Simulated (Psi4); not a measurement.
**InHCl2 (InCl2H) at CAM-B3LYP/def2-SVPD (core potential)**

Aim: the vertical ionisation energy of InHCl2 (InCl2H) at CAM-B3LYP/def2-SVPD (core potential), from 2 runs. 

The calculation is run with Psi4 1.11.

## (1) Starting point

InHCl2: 4 atoms, total charge 0, spin state singlet. As SMILES, `[H][In]([Cl])[Cl]`. Geometry: a GFN2-xTB relaxation, a rough one for these elements and not checked as a minimum.

Bond lengths: In1–Cl2 2.286 Å, In1–Cl3 2.286 Å, In1–H4 1.709 Å. Angles: Cl2–In1–Cl3 113.5°, Cl2–In1–H4 123.2°, Cl3–In1–H4 123.2°.

## (2) Energy and forces at CAM-B3LYP/def2-SVPD (core potential)

Input file calc.py:

```python
import psi4

psi4.set_memory('1600 MB')
psi4.set_num_threads(1)
psi4.core.set_output_file('run.log', False)

molecule = psi4.geometry("""
In    -0.101990    -0.171200     0.000100
Cl     2.182270    -0.073550     0.013530
Cl    -1.103820     1.883910    -0.015020
H     -0.976460    -1.639160     0.001390
symmetry c1
""")

psi4.set_options({
    'basis': 'def2-SVPD',
    'puream': True,
    'e_convergence': 1e-09,
    'd_convergence': 1e-08,
    'scf_type': 'pk',
    'dft_radial_points': 99,
    'dft_spherical_points': 590,
})

e_tot, wfn = psi4.gradient('cam-b3lyp', return_wfn=True)
print('gradient / Eh bohr^-1')
print(e_tot.np.round(6))
print(f'energy = {wfn.energy():.10f} Eh')
```

Launch:

```
$ python calc.py
```

run.log:

```text
[...]
    !!!  WARNING: ECP capability is in beta. Please check occupations closely.  !!!
[...]
  Running in c1 symmetry.
[...]
  Nuclear repulsion =  216.843821137578743
[...]
  Multiplicity = 1
[...]
  Nalpha       = 28
  Nbeta        = 28
[...]
    Number of basis functions: 94
[...]
   @RKS iter   1: -1110.85358532594410   -9.37836e-01   4.50741e-03 ADIIS/DIIS
[...]
   @RKS iter  10: -1110.94705741712960   -3.63798e-12   9.63840e-09 DIIS
[...]
    Orbital Energies [Eh]
    ---------------------
    Doubly Occupied:
       1A   -101.580556     2A   -101.580553     3A     -9.533178
       4A     -9.533174     5A     -7.300467     6A     -7.300453
       7A     -7.295239     8A     -7.295234     9A     -7.294323
      10A     -7.294316    11A     -4.810914    12A     -3.220314
      13A     -3.213388    14A     -3.210644    15A     -0.934112
      16A     -0.931623    17A     -0.900127    18A     -0.899598
      19A     -0.896559    20A     -0.868128    21A     -0.849961
      22A     -0.532613    23A     -0.432246    24A     -0.431052
      25A     -0.405950    26A     -0.390404    27A     -0.384248
      28A     -0.380798
[...]
  @RKS Final Energy: -1110.94705741712960
   => Energetics <=
    Nuclear Repulsion Energy =            216.8438211375787432
    One-Electron Energy =               -2038.0681411027539980
    Two-Electron Energy =                 765.8753956311111324
    DFT Exchange-Correlation Energy =     -55.5981330830655693
    Empirical Dispersion Energy =           0.0000000000000000
    VV10 Nonlocal Energy =                  0.0000000000000000
    Total Energy =                      -1110.9470574171295993
[...]
 Multipole Moments:
 ------------------------------------------------------------------------------------
     Multipole            Electronic (a.u.)      Nuclear  (a.u.)        Total (a.u.)
 ------------------------------------------------------------------------------------
 L = 1.  Multiply by 2.5417464519 to convert [e a0] to [Debye]
 Dipole X            :        -15.0025204           14.5125372           -0.4899832
 Dipole Y            :        -25.1839476           24.3615383           -0.8224093
 Dipole Z            :          0.0195386           -0.0189437            0.0005949
 Magnitude           :                                                    0.9573092
[...]
  -Total Gradient:
     Atom            X                  Y                   Z
    ------   -----------------  -----------------  -----------------
       1        0.013076472051     0.021972487062    -0.000020875342
       2       -0.019398943834    -0.001163971013    -0.000111646145
       3        0.008219465542    -0.017625208137     0.000128347873
       4       -0.001920556307    -0.003222828309     0.000004201449
[...]
```

Standard output:

```text
gradient / Eh bohr^-1
[[ 1.3076e-02  2.1972e-02 -2.1000e-05]
 [-1.9399e-02 -1.1640e-03 -1.1200e-04]
 [ 8.2190e-03 -1.7625e-02  1.2800e-04]
 [-1.9210e-03 -3.2230e-03  4.0000e-06]]
energy = -1110.9470574171 Eh
```

Run time: 31 s. Hardware: 1 thread of Intel Xeon Platinum 8175M at 2.50GHz (Skylake/Cascade Lake), shared host; peak memory 0.93 GiB.

## (3) The doublet cation, same level

Input file calc.py:

```python
import psi4

psi4.set_memory('1600 MB')
psi4.set_num_threads(1)
psi4.set_output_file('output.dat', False)

m = psi4.geometry("""
1 2
In
Cl 1 2.286386
Cl 1 2.286344 2 113.54202
H 1 1.708685 3 123.22865 2 179.99449
symmetry c1
no_reorient
no_com
""")

psi4.set_options({
    'basis': 'def2-SVPD',
    'reference': 'uks',
    'puream': True,
    'e_convergence': 1e-09,
    'd_convergence': 1e-08,
    'scf_type': 'pk',
    'dft_radial_points': 99,
    'dft_spherical_points': 590,
    'maxiter': 200,
})

e, wfn = psi4.gradient("cam-b3lyp", return_wfn=True)
print('gradient / Eh bohr^-1')
print(e.np.round(6))
print(f'energy = {wfn.energy():.10f} Eh')
```

Launch:

```
$ python calc.py
```

output.dat, cut to the lines that bear on the results:

```text
[...]
    !!!  WARNING: ECP capability is in beta. Please check occupations closely.  !!!
[...]
  Running in c1 symmetry.
[...]
  Nuclear repulsion =  216.843812325943532
[...]
  Multiplicity = 2
[...]
  Nalpha       = 28
  Nbeta        = 27
[...]
    Number of basis functions: 94
[...]
   @UKS iter   1: -1110.47196691696422   -5.78904e-01   3.48349e-03 DIIS/ADIIS
[...]
   @UKS iter  23: -1110.52897470518110   -1.13687e-11   8.52882e-09 DIIS
[...]
   @S^2 Observed:                7.691749615E-01
[...]
  @UKS Final Energy: -1110.52897470518110
   => Energetics <=
    Nuclear Repulsion Energy =            216.8438123259435315
    One-Electron Energy =               -2024.8469937904524159
    Two-Electron Energy =                 752.8632757327860645
    DFT Exchange-Correlation Energy =     -55.3890689734582651
    Empirical Dispersion Energy =           0.0000000000000000
    VV10 Nonlocal Energy =                  0.0000000000000000
    Total Energy =                      -1110.5289747051813265
[...]
 Multipole Moments:
 ------------------------------------------------------------------------------------
     Multipole            Electronic (a.u.)      Nuclear  (a.u.)        Total (a.u.)
 ------------------------------------------------------------------------------------
 L = 1.  Multiply by 2.5417464519 to convert [e a0] to [Debye]
 Dipole X            :          0.0001971           -0.0001809            0.0000162
 Dipole Y            :        -24.3502050           23.7197334           -0.6304716
 Dipole Z            :        -15.9521370           15.5394021           -0.4127349
 Magnitude           :                                                    0.7535546
[...]
  -Total Gradient:
     Atom            X                  Y                   Z
    ------   -----------------  -----------------  -----------------
       1        0.000001583341     0.007506248285     0.004915091775
       2       -0.000000519948     0.004016313665    -0.017279964558
       3       -0.000000503742    -0.014242908783     0.010584891876
       4       -0.000000556492     0.002681671508     0.001754622145
[...]
```

On the terminal:

```text
gradient / Eh bohr^-1
[[ 2.0000e-06  7.5060e-03  4.9150e-03]
 [-1.0000e-06  4.0160e-03 -1.7280e-02]
 [-1.0000e-06 -1.4243e-02  1.0585e-02]
 [-1.0000e-06  2.6820e-03  1.7550e-03]]
energy = -1110.5289747052 Eh
```

It took 55 s on 1 thread of Intel Xeon Platinum 8175M at 2.50GHz (Skylake/Cascade Lake), shared host; peak memory 0.94 GiB.

## (4) Outcome

At CAM-B3LYP/def2-SVPD (core potential):

| quantity | value |
| --- | --- |
| singlet InHCl2: total energy | -1110.94706 Eh |
| singlet InHCl2: dipole moment | 2.43 D |
| singlet InHCl2: HOMO energy | -10.36 eV |
| singlet InHCl2: LUMO energy | -1.15 eV |
| singlet InHCl2: HOMO–LUMO gap | 9.21 eV |
| singlet InHCl2: largest force on an atom | 1.315 eV/Å |
| doublet cation: total energy | -1110.52897 Eh |
| doublet cation: HOMO energy (highest over α and β) | -15.55 eV |
| doublet cation: LUMO energy (lowest over α and β) | -12.40 eV |
| doublet cation: ⟨S²⟩ | 0.769 |
| doublet cation: largest force on an atom | 0.913 eV/Å |
| vertical ionisation energy (to the doublet cation) | 11.377 eV |

What this shows: Removing an electron at fixed nuclei costs 11.38 eV (1098 kJ/mol). The largest force (singlet InHCl2) is 1.31 eV/Å: the shape isn't a stationary point for this species at this level. −ε(HOMO) before ionisation, 10.36 eV, is 1.01 eV below this ionisation energy.
